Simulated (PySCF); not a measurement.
# InI+: from the state search to spectroscopic constants

One job finds the state of InI+, follows it along the bond with each method and fits the curves.

Method: In cc-pVDZ-PP with ECP28, I cc-pVDZ-PP with ECP28, scalar-relativistic core potentials; program: PySCF 2.14.0.

## (1) Input

The job is set up so:

```json
{
 "atoms": "In, I",
 "charge": "1",
 "basis": "In cc-pVDZ-PP with ECP28, I cc-pVDZ-PP with ECP28",
 "Hamiltonian": "scalar-relativistic core potentials",
 "basis functions": "46",
 "electrons treated": "45",
 "masses in u": "114.9039, 126.9045",
 "levels": "PBE0, PBE, r²SCAN, revPBE, PBEsol, PW91, CAM-B3LYP, HF, MP2, SCS-MP2, CCSD, CCSD(T)",
 "grid": "80 radial by 434 angular points",
 "occupations": "held fixed by the projection of orbital angular momentum",
 "dissociation limit": "In+ + I, each in its ground configuration",
 "starting distance in angstrom": "2.800",
 "values of 2S to try": "1, 3"
}
```

Run with:

```bash
$ OMP_NUM_THREADS=1 python dia.py task.json out
```

Further steps of the session: PBE0 along the bond; Other states along the same grid; PBE; r²SCAN; revPBE; PBEsol (GGA); PW91 (GGA); CAM-B3LYP (range-separated hybrid); UHF; Correlated methods on the Hartree–Fock reference.

**Question.** What will these runs give? Wanted: for each run, Re; ωe; De; μ.

As calculated:

Lowest PBE0 solution found, without spin–orbit coupling: ²Π (doublet), unpaired electrons π ↑. The other levels ran on it alone.

| level | Re (Å) | ωe (cm⁻¹) | De (eV) | μ (D) |
| --- | --- | --- | --- | --- |
| UHF | 3.713 | 48.9 | 0.224 | -6.93 |
| UHF-MP2 | 3.480 | 66.2 | 0.354 | n/a |
| UHF-SCS-MP2 | 3.520 | 62.9 | 0.326 | n/a |
| UHF-CCSD | 3.506 | 64.0 | 0.336 | n/a |
| UHF-CCSD(T) | 3.477 | 66.7 | 0.358 | n/a |
| PBE | 3.350 | 81.4 | 0.54 | -4.40 |
| PBEsol | 3.277 | 88.9 | 0.61 | -4.06 |
| revPBE | 3.413 | 74.1 | 0.450 | -4.73 |
| PW91 | 3.338 | 82.9 | 0.56 | -4.33 |
| r²SCAN | 3.334 | 81.9 | 0.495 | -4.47 |
| PBE0 | 3.366 | 78.0 | 0.461 | -4.80 |
| CAM-B3LYP | 3.401 | 73.9 | 0.414 | -5.08 |

De is counted to In+ + I in their ground configurations. A positive dipole points from In to I; in an ion it is taken about the centre of mass and does not tell which atom is negative.

What this shows: Bond lengths run from 3.277 Å (PBEsol) to 3.713 Å (UHF). CCSD(T) can't serve as the judge here: for a weak bond in this basis it is far from its limit. Among the levels with a De in the table, it runs from 0.224 eV (UHF) to 0.61 eV (PBEsol).

Correlated steps freeze 8 core orbitals. These are scalar-relativistic numbers at best; spin–orbit coupling would shift them, the dissociation energy most. At some levels the lowest empty orbital lies below the highest filled one (the two can be of opposite spin). With spin–orbit coupling the term label itself may not hold.
